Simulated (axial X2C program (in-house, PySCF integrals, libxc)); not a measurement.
**As₂⁺: EOM-IP-CCSD levels**

Aim: EOM-IP-CCSD levels of As₂⁺, with spin–orbit coupling in the Hamiltonian from the start.

Method: two-component X2C with atomic mean-field terms, As dyall-cv3z; program: an in-house X2C program for linear molecules on PySCF integrals.

All values are calculated.

## (1) Set-up

task.json reads:

```json
{"zs": [33, 33], "q": 1, "bas": ["dyall-cv3z", "dyall-cv3z"], "r0": 2.42, "eom": "ip", "rq": 0, "thr": -2.0, "nmax": 95, "grid": [1, 0.96, 1.045, 0.92, 1.09, 1.15]}
```

Keys: zs atomic numbers; q charge; bas basis sets; r0 starting distance in Å; eom kind of EOM run; thr threshold in hartree for freezing inner shells (an s shell follows its p shell); nmax most natural virtual spinors; grid distances as factors.

Command:

```
$ python soeom.py task.json out
```

Nuclei are Gaussian, cores are contracted, and the Gaunt term is on.

## (2) EOM-IP-CCSD at 2.085 Å

Reference: the closed shell As₂; 10 electrons correlated, 94 virtual spinors; roots sought by Ω: 1/2: 4, 3/2: 3, 5/2: 1.

Output:

```text
two-component X2C + atomic mean field  HF
basis functions 206  fitting functions 1178  grid points 5800
iter        total energy     max residual
   1      -4516.669004934     2.61e-01
   2      -4516.704355962     1.02e-02
   3      -4516.705288729     6.93e-03
   4      -4516.705454827     2.96e-03
   5      -4516.705466304     1.24e-04
   6      -4516.705466789     7.72e-05
   7      -4516.705466851     2.97e-05
   8      -4516.705466869     1.72e-05
   9      -4516.705466877     7.39e-06
  10      -4516.705466878     3.34e-06
  11      -4516.705466878     4.84e-07
converged
one-electron -6841.05926861  Coulomb 2214.92317044  exact exchange -165.34997679  xc functional 0.00000000  nuclear repulsion 276.39039937  atomic mean-field constant -1.60979129
correlated 10  virtual 266  natural virtual 94  E(MP2) -0.260864997  MP2 remainder -0.006206771
iter   CCSD correlation   residual
   1     -0.253542527   1.66e-01
   2     -0.263277269   6.80e-02
   3     -0.266272124   2.92e-02
   4     -0.266462563   8.82e-03
   5     -0.266453351   2.27e-03
   6     -0.266440098   8.13e-04
   7     -0.266445670   2.97e-04
   8     -0.266445347   1.45e-04
   9     -0.266444448   7.57e-05
  10     -0.266444861   2.76e-05
  11     -0.266444921   6.41e-06
  12     -0.266445052   1.64e-06
  13     -0.266445046   6.12e-07
(T) -0.018658806  T1 0.0241  D1 0.0320  max T2 0.111
EOM-IP-CCSD roots
2*Omega      energy/Eh   energy/eV  one-particle weight
    1       0.36657770      9.9751      0.960
    1       0.37210822     10.1256      0.945
    1       0.53059320     14.4382      0.000
    1       0.53219813     14.4818      0.000
    3       0.36045484      9.8085      0.961
    3       0.52853497     14.3822      0.000
    3       0.53491172     14.5557      0.000
    5       0.53852471     14.6540      0.000
```

T1 in the output is the amplitude norm over the root of the electron number; divide by √2 for the Lee–Taylor value.

```csv
Ω,vertical IE (eV),above lowest (cm⁻¹),spinor,weight
3/2,9.808,0,94% As pπ,0.96
1/2,9.975,1340,94% As pπ,0.96
1/2,10.126,2560,"84% As pσ, 8% As sσ",0.95
```

Run time: 22 s. Hardware: 1 thread of Intel Xeon Platinum 8488C (Sapphire Rapids), shared host; peak memory 0.65 GiB.

## (3) EOM-IP-CCSD at 2.002 Å

```csv
Ω,vertical IE (eV),above lowest (cm⁻¹),spinor,weight
3/2,10.004,0,94% As pπ,0.96
1/2,10.100,780,"82% As pσ, 8% As sσ",0.94
1/2,10.173,1360,94% As pπ,0.96
1/2,14.795,38650,"62% As sσ, 17% As pσ",0.64
```

It took 26 s on 1 thread of Intel Xeon Platinum 8488C (Sapphire Rapids), shared host; peak memory 0.67 GiB.

## (4) EOM-IP-CCSD at 2.179 Å

```csv
Ω,vertical IE (eV),above lowest (cm⁻¹),spinor,weight
3/2,9.621,0,94% As pπ,0.96
1/2,9.786,1330,94% As pπ,0.96
1/2,10.133,4130,"86% As pσ, 7% As sσ",0.95
```

Run time: 27 s. Hardware: 1 thread of Intel Xeon Platinum 8488C (Sapphire Rapids), shared host; peak memory 0.69 GiB.

## (5) EOM-IP-CCSD at 1.918 Å

```csv
Ω,vertical IE (eV),above lowest (cm⁻¹),spinor,weight
1/2,10.055,0,"80% As pσ, 9% As sσ",0.94
3/2,10.230,1410,92% As pπ,0.96
1/2,10.402,2800,92% As pπ,0.96
1/2,14.756,37910,"58% As sσ, 18% As pσ",0.73
```

Wall time 27 s (1 thread of Intel Xeon Platinum 8488C (Sapphire Rapids), shared host); peak memory 0.69 GiB.

## (6) What came out

```
              quantity                            value
lowest root at 2.085 Å                Ω = 3/2, 9.808 eV
             next root  Ω = 1/2, about 1340 cm⁻¹ higher
   T1 of the reference                            0.017
```

What this shows: The first ionisation of As₂ costs 9.81 eV and empties a spinor of 94% As pπ. Errors of 0.1 to 0.3 eV are usual at this size, and roots led by higher excitations are left out, so the list is incomplete, and low states of that kind can be missing. g and u states are not told apart.
